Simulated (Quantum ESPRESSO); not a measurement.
Runs of Quantum ESPRESSO 7.5 on C3ONH3. The cell holds a molecule in a box, 8 atoms: a = 13.000 Å, b = 13.000 Å, c = 11.000 Å, α = 90.00°, β = 90.00°, γ = 90.00°. 

| task | level | potentials or basis | spin | fixed moment (μB) | cell | cutoff (eV) | smearing | boundary across the vacuum | mixing beta | assume isolated | gap on the mesh (eV) | moment (μB) | largest force (eV/Å) |
| --- | --- | --- | --- | --- | --- | --- | --- | --- | --- | --- | --- | --- | --- |
| single point | PBE | PseudoDojo 0.4.1 SR PBE standard | off | - | atoms moved at random, drawn with an rms of 0.05 Å | 1143 | fermi-dirac 0.05 eV | none | 0.5 | - | 5.20 | - | 4.92 |
| real-space fields | PBE | PseudoDojo 0.4.1 SR PBE standard | off | - | as given | 1143 | fermi-dirac 0.05 eV | none | 0.5 | - | 5.08 | - | 0.84 |
| single point | PBE+D2 | GBRV 1.5 PBEsol | collinear, ferromagnetic start | 0 | as given | 612 | gaussian 0.01 eV | mt | 0.3 | mt | - | 0.00 | (a) |
| single point | PBE | GBRV 1.5 PBEsol | collinear, ferromagnetic start | 2 | atoms moved at random, drawn with an rms of 0.05 Å | 612 | gaussian 0.01 eV | none | 0.3 | - | - | 2.00 | 9.97 |

Alike in all rows: k mesh 1 × 1 × 1.

Estimate the missing entries.

(a) 0.88.

Caveats: this is a molecule in a periodic box, so the gap is that between its Kohn-Sham HOMO and LUMO and the box isn't a crystal (some runs); the potentials were made for another functional, which shifts forces and pressure (some runs); the total moment is fixed, so each spin has its own Fermi level (some runs); the moment is held away from its start (some runs).

A gap of «none» marks a metal or a gap under the smearing width.
